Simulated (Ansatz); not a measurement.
# C2H10AlNSi: up Jacob's ladder to CCSD(T)

An exercise on one series of results from a longer session: the logs are not shown, and one member is left open.

Method: functionals in def2-TZVPP, the program's frozen cores in correlated methods; program: Ansatz 0.2.0, Gaussian basis.

The runs, in order: PBE-D4, r2SCAN-D4, PBE0-D4, B3LYP-D4, ωB97X-V, ωB97M-V, B2PLYP; CCSD(T)/def2-TZVPP; MP2/def2-QZVPP; extrapolation to the limit.

## The relaxed structure

All runs share one geometry, relaxed beforehand with PBE0-D4 in a triple-zeta def2 set.

SMILES `C[CH]([SiH3])[AlH][NH2]`, 15 atoms, charge 0, spin multiplicity 1.

Atoms are counted from 1 here; the program's logs count them from 0.

Bond lengths: C1–C2 1.536 Å, C1–H6 1.094 Å, C1–H7 1.095 Å, C1–H8 1.094 Å, C2–Si3 1.867 Å, C2–Al4 1.959 Å, C2–H9 1.101 Å, Si3–H10 1.492 Å, Si3–H11 1.490 Å, Si3–H12 1.492 Å, Al4–N5 1.768 Å, Al4–H13 1.585 Å, N5–H14 1.007 Å, N5–H15 1.007 Å. Angles: C2–C1–H6 111.3°, C2–C1–H7 112.2°, C2–C1–H8 112.2°, H6–C1–H7 106.7°, H6–C1–H8 107.0°, H7–C1–H8 107.1°, C1–C2–Si3 111.5°, C1–C2–Al4 113.5°, C1–C2–H9 110.2°, Si3–C2–Al4 110.8°, Si3–C2–H9 105.0°, Al4–C2–H9 105.3°, C2–Si3–H10 110.3°, C2–Si3–H11 111.1°, C2–Si3–H12 111.9°, H10–Si3–H11 107.8°, H10–Si3–H12 107.3°, H11–Si3–H12 108.3° and more.

The first run:

in.yaml reads:

```yaml
crystal:
  periodic: [false, false, false]
  atoms:
    - {symbol: C, position_ang: [-1.112000, -0.434152, 1.036440]}
    - {symbol: C, position_ang: [0.218219, 0.246374, 0.678732]}
    - {symbol: Si, position_ang: [1.647223, -0.951351, 0.777995]}
    - {symbol: Al, position_ang: [0.190948, 1.154057, -1.056971]}
    - {symbol: N, position_ang: [-1.208552, 0.905480, -2.108875]}
    - {symbol: H, position_ang: [-1.346987, -1.240518, 0.334925]}
    - {symbol: H, position_ang: [-1.092241, -0.881659, 2.035862]}
    - {symbol: H, position_ang: [-1.953749, 0.264151, 1.013356]}
    - {symbol: H, position_ang: [0.454032, 1.031542, 1.413257]}
    - {symbol: H, position_ang: [1.489121, -2.029988, -0.240933]}
    - {symbol: H, position_ang: [2.942172, -0.262838, 0.515396]}
    - {symbol: H, position_ang: [1.728602, -1.611189, 2.113618]}
    - {symbol: H, position_ang: [1.346284, 2.109900, -1.570658]}
    - {symbol: H, position_ang: [-1.319209, 1.320372, -3.019936]}
    - {symbol: H, position_ang: [-2.005663, 0.329020, -1.892708]}
basis:
  gaussian: {orbitals: def2-TZVPP}
hamiltonian: {xc: pbe, dispersion: d4}
output: {forces: true, orbitals: {seedname: orbitals}}
```

On the command line:

```sh
$ ansatz run in.yaml --threads 4 --pin off --events-out ev --progress --plain --max-ram 10444MiB
```

Steps of the session up to this table: PBE-D4 (GGA); r2SCAN-D4 (meta-GGA); PBE0-D4 (hybrid); B3LYP-D4 (hybrid); ωB97X-V (range-separated); ωB97M-V (range-separated); B2PLYP (double hybrid); CCSD(T) in def2-TZVPP; MP2 in def2-QZVPP.

One of the session's tables, all rows but one given; the rest of the session is left out.

It belongs to the step «Atomisation energies». 

| method | atomisation energy (kcal/mol) |
| --- | --- |
| PBE-D4 | 1235.0 |
| r2SCAN-D4 | 1228.3 |
| PBE0-D4 | 1223.9 |
| B3LYP-D4 | 1230.5 |
| ωB97X-V | 1234.7 |
| ωB97M-V | 1233.1 |
| B2PLYP | 1214.8 |
| HF/def2-TZVPP | 913.5 |
| MP2/def2-TZVPP | 1204.4 |
| CCSD/def2-TZVPP | 1185.9 |
| CCSD(T)/def2-TZVPP | ? |
| MP2/CBS | 1235.3 |
| CCSD(T)/CBS | 1230.5 |

Estimate the missing values for CCSD(T)/def2-TZVPP.

**Answer.** atomisation energy (kcal/mol): 1199.6. In the column «atomisation energy (kcal/mol)» it lies between CCSD/def2-TZVPP (1185.9) and MP2/def2-TZVPP (1204.4).

Limits of these values: Free atoms (2 C, 1 Si, 1 Al, 1 N, 10 H) were run apart at each level; the atomisation energy is their sum less the molecule, without zero-point or spin-orbit terms.
